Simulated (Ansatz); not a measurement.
# Co: a slab and its surfaces, (0001), 5 layers

Aim: cut a slab of Co (0001), 5 layers from the relaxed bulk, relax it, and get surface energy and work function. The runs shown use PAW. Its runs: bulk cell relaxed (PAW); bulk in the slab's orientation (PAW); the reference run (PAW); atoms relaxed (PAW); field of 0.2 V/Å along the normal (PAW); vacuum of 13 Å (PAW).

Computed with Ansatz 0.2.0 (DFT, LDA, PAW with Ansatz's default frozen-core files, scalar-relativistic, unless a step's input says otherwise).

## Step 1: The structure to begin with

Symmetry: P6_3/mmc, No. 194, hexagonal system. The conventional cell has a = 2.509 Å, b = 2.509 Å, c = 4.065 Å, α = 90.00°, β = 90.00°, γ = 120.00°. Co (site symmetry -6m2) is surrounded by 12 Co at 2.50 to 2.51 Å.

As a file:

```xyz
2
Lattice="2.5090 0.0000 0.0000 -1.2545 2.1729 0.0000 0.0000 0.0000 4.0646" Properties=species:S:1:pos:R:3 pbc="T T T"
Co    0.0000    1.4486    1.0162
Co    1.2545    0.7243    3.0485
```

Atoms are numbered in the order of the input: Co1, Co2.

## Step 2: Bulk cell relaxed, PAW

The input, input.yaml:

```yaml
crystal:
  lattice:
    - [2.5090426088, 0.0, 0.0]
    - [-1.2545213044, 2.1728946384, 0.0]
    - [0.0, 0.0, 4.0646490262]
  atoms:
    - { symbol: Co, position: [0.3333333333, 0.6666666667, 0.25], spin: 1.7 }
    - { symbol: Co, position: [0.6666666667, 0.3333333333, 0.75], spin: 1.7 }
magnetization:
  spin_polarized: true
kpoints:
  mp_grid: { grid: [20, 20, 11] }
scf:
  occupations: { method: fermi_dirac, width: 0.1 }
hamiltonian:
  xc: lda
  pseudopotentials: { kind: paw }
output:
  forces: true
  stress: true
relax:
  f_tol: 0.005
  max_steps: 40
  cell: {}
```

Launch:

```
$ ansatz run input.yaml --threads 3 --pin off --max-ram 9216MiB --backend cpu --events-out ev --progress --plain --runs-dir out
```

After this run come: Bulk in the slab's orientation, PAW; Slab as cut, PAW; Atoms relaxed, PAW; Field of 0.2 V/Å along the normal, PAW; Vacuum of 13 Å, PAW.

**Question.** What will these runs give? Wanted: surface energy; work function; outer layer spacing.

The runs gave:

```
                     quantity          value
surface energy (PAW, relaxed)      2.78 J/m²
 work function (PAW, relaxed)        5.41 eV
    outer layer spacing (PAW)  1.96 → 1.91 Å
```

By PAW the surface costs 2.81 J/m² as cut and 2.78 J/m² relaxed. The outermost spacing changes by -2.5 % (PAW). The field of 0.2 V/Å along the normal induces a dipole of 0.063 e·Å per cell (PAW). Vacuum of 13 Å moves the work function by less than 0.01 eV (PAW). Thickness wasn't converged, and no reconstruction was sought. Other magnetic orders may lie lower; this is the state that the run reached. The program warned that the vacuum holds more density than its bound, so energies and levels may be slightly off.
